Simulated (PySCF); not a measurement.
**GaS⁺ (triplet) under other conditions**

One physical setting of the base script is moved in each run, with the edits that it forces.

The runs use PySCF 2.14.0; method and basis as typed in the scripts.

3 further runs of the same task are left out: 3 that didn't finish.

## 1. The system as given

GaS⁺ (triplet): 2 atoms, charge 1, spin multiplicity 3.

Bond lengths: Ga1–S2 2.405 Å.

## 2. Base script

input.py

```python
from pyscf import gto, scf, mp

mol = gto.M(
    atom='Ga 0 0 0; S 0 0 2.405',
    basis='pcseg-1',
    charge=1,
    spin=2,
    verbose=4,
)
mf = scf.UHF(mol)
mf.kernel()
mp.MP2(mf).kernel()
mf.dip_moment()
print('orbital energies (hartree):', [e[max(0, n-3):n+3].round(4) for e, n in zip(mf.mo_energy, mol.nelec)])
```

Started as:

```console
$ OMP_NUM_THREADS=1 python input.py
```

Its log is not repeated here.

It gives: E(SCF) = -2320.214924 Eh, 12 cycles, E(MP2) − E(SCF) = -0.14037 Eh, ⟨S²⟩ = 2.063.

The bond length is a typed value, not an optimised one. The dipole of an ion depends on the origin. The triplet is typed in the script; nothing here shows that it is the ground state.

## 3. Quintet

Variant 1 changes spin (2S): 2 → 4.

input.py

```python
from pyscf import gto, scf, mp

mol = gto.M(
    atom='Ga 0 0 0; S 0 0 2.405',
    basis='pcseg-1',
    charge=1,
    spin=4,
    verbose=4,
)
mf = scf.UHF(mol)
mf.kernel()
mp.MP2(mf).kernel()
mf.dip_moment()
print('orbital energies (hartree):', [e[max(0, n-3):n+3].round(4) for e, n in zip(mf.mo_energy, mol.nelec)])
```

Started as:

```console
$ OMP_NUM_THREADS=1 python input.py
```

## 4. Bond 7.215 Å

Variant 2 changes bond length: 2.405 Å → 7.215 Å.

input.py: that of step 2 with these lines changed.

```diff
@@ -3,3 +3,3 @@
 mol = gto.M(
-    atom='Ga 0 0 0; S 0 0 2.405',
+    atom='Ga 0 0 0; S 0 0 7.215',
     basis='pcseg-1',
```

## 5. Charge +2 (doublet)

Variant 3 changes charge: 1 → 2; spin (2S): 2 → 1.

input.py: that of step 2 with these lines changed.

```diff
@@ -5,4 +5,4 @@
     basis='pcseg-1',
-    charge=1,
-    spin=2,
+    charge=2,
+    spin=1,
     verbose=4,
```

## 6. Singlet

Variant 4 changes spin (2S): 2 → 0.

input.py: that of step 2 with these lines changed.

```diff
@@ -6,3 +6,3 @@
     charge=1,
-    spin=2,
+    spin=0,
     verbose=4,
```

Before running it: what results should come out? Wanted: for each run, E(SCF); from base; gap, α spin; after the SCF.

**Answer**, as computed:

```
                run  E(SCF) (hartree)  from base (eV)  cycles  gap, α spin (eV)              after the SCF
               base      -2320.214924               0      12             11.82  MP2 correlation -3.820 eV
            quintet      -2320.114740         +2.7261      11              7.20  MP2 correlation -3.172 eV
       bond 7.215 Å      -2320.224628         -0.2641       9              8.12  MP2 correlation -3.417 eV
charge +2 (doublet)      -2319.611325        +16.4248      15              8.48  MP2 correlation -3.646 eV
            singlet      -2320.136024         +2.1470      16              7.47  MP2 correlation -4.539 eV
```

**Reading.** The largest comparable shift of the SCF energy, +2.726 eV, comes with the run “quintet”. The quintet solution found lies 2.73 eV above the base triplet at this geometry and level. At the SCF level, going to the doublet with one electron fewer costs 16.42 eV at fixed geometry. The singlet solution found lies 2.15 eV above the base triplet at this geometry and level. With bond 7.215 Å the frontier gap moves by over 1.5 eV, which can mean another electronic state rather than the bond length alone.
